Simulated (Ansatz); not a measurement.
# AlSi2H5O (SMILES [SiH3][Al]1[O][SiH2]1) at wB97M-V/6-31G(d) (spherical functions)

What is the electronic atomisation energy of AlSi2H5O at wB97M-V/6-31G* (spherical functions)? 

The calculation is run with Ansatz 0.2.0.

83 further runs of the same task are left out: 1 that didn't finish, 82 set aside as unsound or not needed.

### Step 1. The structure to begin with

The species is AlSi2H5O (9 atoms), meant as a singlet with charge 0. SMILES: `[SiH3][Al]1[O][SiH2]1`. The shape is that of a PBE0-D4/def2-TZVP optimisation.

Bond lengths: Si1–Al2 2.450 Å, Al2–O3 1.745 Å, Al2–Si4 2.280 Å, O3–Si4 1.688 Å, Si1–H5 1.488 Å, Si1–H6 1.489 Å, Si1–H7 1.487 Å, Si4–H8 1.490 Å, Si4–H9 1.490 Å. Some angles: Si1–Al2–O3 129.7°, Si1–Al2–Si4 177.0°, O3–Al2–Si4 47.3°, Al2–O3–Si4 83.2°, Al2–Si4–O3 49.5°, Al2–Si1–H5 109.6°, Al2–Si1–H6 109.4°, Al2–Si1–H7 111.5°, Al2–Si4–H8 126.2°, Al2–Si4–H9 126.3°.

### Step 2. The energy at wB97M-V/6-31G(d) (spherical functions)

in.yaml

```yaml
crystal:
  periodic: [false, false, false]
  atoms:
    - {symbol: Si, position_ang: [-0.652900, 1.717100, -1.334700]}
    - {symbol: Al, position_ang: [-0.124900, -0.148900, 0.162800]}
    - {symbol: O, position_ang: [1.392700, -0.965300, 0.434300]}
    - {symbol: Si, position_ang: [0.478600, -1.877700, 1.520900]}
    - {symbol: H, position_ang: [-1.763800, 1.326700, -2.244900]}
    - {symbol: H, position_ang: [-1.100100, 2.886400, -0.529300]}
    - {symbol: H, position_ang: [0.526500, 2.112800, -2.150200]}
    - {symbol: H, position_ang: [0.403300, -3.327600, 1.187000]}
    - {symbol: H, position_ang: [0.929000, -1.770000, 2.936900]}
basis:
  gaussian:
    orbitals: 6-31G_st_-spherical.json
accuracy: high
hamiltonian:
  xc: {name: wB97M-V}
output: {orbitals: {seedname: orbitals}}
```

The basis set 6-31G* is read from a file made from the Basis Set Exchange's data (not shown).

Started as:

```bash
$ ansatz run in.yaml --threads 1 --pin off --max-ram 3480MiB --events-out events.jsonl --progress --plain --runs-dir runs
```

The log of the run:

```text
Warning: RAYON_NUM_THREADS=1 ignored (pool sized by the plan → 1); use --threads N
Functional definition: wB97M-V
  name "wB97M-V"
  parameter omega = 0.3/bohr
  parameter cx = 0.15
  parameter cx01 = 1.007
  parameter cx10 = 0.259
  parameter css00 = 0.443
  parameter css04 = -1.437
  parameter css10 = -4.535
  parameter css20 = -3.390
  parameter css43 = 4.278
  parameter cos00 = 1.000
  parameter cos10 = 1.358
  parameter cos20 = 2.924
  parameter cos21 = -8.812
  parameter cos60 = -1.390
  parameter cos61 = 9.142
  parameter b = 6.0
  parameter c = 0.01
  gx(w, u) = 1 - cx + cx01*u + cx10*w
  gss(w, u) = css00 + css04*u^4 + css10*w + css20*w^2 + css43*w^4*u^3
  gos(w, u) = cos00 + cos10*w + (cos20 + cos21*u)*w^2 + (cos60 + cos61*u)*w^6
  exchange = spin_sum(e_x_unif_sr(omega)*gx(b97_w, b97_u_x)) + cx*exact_x_sr(omega) + exact_x_lr(omega)
  correlation = spin_sum(e_c_pw_mod_same_spin*gss(b97_w, b97_u_same))
      + integral(e_c_pw_mod_opposite_spin*gos(b97_w_opposite, b97_u_opposite)) + vv10(b, c)
1704 factors; integrals over basis functions are off by at most 7.2e-9 eV
448 factors; integrals over basis functions are off by at most 2.3e-9 eV
mean field evaluation 1: about -24470.8682 eV, gradient 5.4e1 eV
mean field evaluation 2: about -24461.2009 eV, gradient 9.0e1 eV
mean field evaluation 4: about -24476.9025 eV, gradient 6.2e-1 eV
mean field evaluation 8: about -24477.0413 eV, gradient 7.4e-2 eV
mean field evaluation 16: about -24477.0414 eV, gradient 1.2e-4 eV
mean field -24477.04141850 eV, -899.5146809952 hartree, gradient 4.4e-8 eV, S^2 0.000000; 0 other end points of the search recorded, 0 dependent functions left out
reference -24477.04142446 eV, -899.5146812144 hartree; 27, 27 occupied and 51, 51 virtual orbitals, 1704 factors
Total energy: -24477.04142446 eV, -899.5146812144 hartree
```

It took 1.9 min on 1 thread of Arm Neoverse V1, shared host; peak memory 0.61 GiB.

### Step 3. The Al atom

run.yaml

```yaml
crystal:
  periodic: [false, false, false]
  atoms:
    - symbol: Al
      position_ang: [0.000000, 0.000000, 0.000000]
basis:
  gaussian:
    orbitals: 6-31G_st_-spherical.json
hamiltonian:
  xc: {name: wB97M-V}
magnetization:
  spin_polarized: true
  initial_magnetization: 1
accuracy: high
```

The basis set 6-31G* is read from a file made from the Basis Set Exchange's data (not shown).

Run the same way, it converges to -242.33000 Eh (log not shown).

### Step 4. The H atom at the same level

input.yaml

```yaml
crystal:
  periodic: [false, false, false]
  atoms:
    - symbol: H
      position_ang: [0.000000, 0.000000, 0.000000]
basis:
  gaussian:
    orbitals: "6-31G*"
magnetization:
  spin_polarized: true
  initial_magnetization: 1
hamiltonian:
  xc: {name: wB97M-V}
total_charge: 0
accuracy: high
```

Run the same way, it converges to -0.49108 Eh (log not shown).

### Step 5. The O atom, same level

molecule.yaml

```yaml
crystal:
  periodic: [false, false, false]
  atoms:
    - {symbol: O, position_ang: [0.000000, 0.000000, 0.000000]}
basis:
  gaussian:
    orbitals: 6-31G_st_-spherical.json
magnetization:
  spin_polarized: true
  initial_magnetization: 2
hamiltonian:
  xc: {name: wB97M-V}
accuracy: high
```

The basis set 6-31G* is read from a file made from the Basis Set Exchange's data (not shown).

Run the same way, it converges to -75.04079 Eh (log not shown).

### Step 6. The Si atom, same level

input.yaml

```yaml
crystal:
  periodic: [false, false, false]
  atoms:
    - {symbol: Si, position_ang: [0.000000, 0.000000, 0.000000]}
basis:
  gaussian:
    orbitals: 6-31G_st_-spherical.json
accuracy: high
magnetization:
  spin_polarized: true
  initial_magnetization: 2
hamiltonian:
  xc: {name: wB97M-V}
```

The basis set 6-31G* is read from a file made from the Basis Set Exchange's data (not shown).

Run the same way, it converges to -289.33209 Eh (log not shown).

### Step 7. What came out

Level: wB97M-V/6-31G* (spherical functions).

```
                     quantity          value
       molecule: total energy  -899.51468 Eh
        molecule: HOMO energy       -7.97 eV
        molecule: LUMO energy        0.08 eV
      molecule: HOMO–LUMO gap        8.05 eV
        Al atom: total energy  -242.33000 Eh
                Al atom: ⟨S²⟩          0.750
         H atom: total energy    -0.49108 Eh
                 H atom: ⟨S²⟩          0.750
         O atom: total energy   -75.04079 Eh
                 O atom: ⟨S²⟩          2.003
        Si atom: total energy  -289.33209 Eh
                Si atom: ⟨S²⟩          2.001
electronic atomisation energy      27.873 eV
```

What this shows: Taking the molecule apart into free atoms costs 27.87 eV (2689 kJ/mol), before zero-point energy and without spin-orbit coupling.
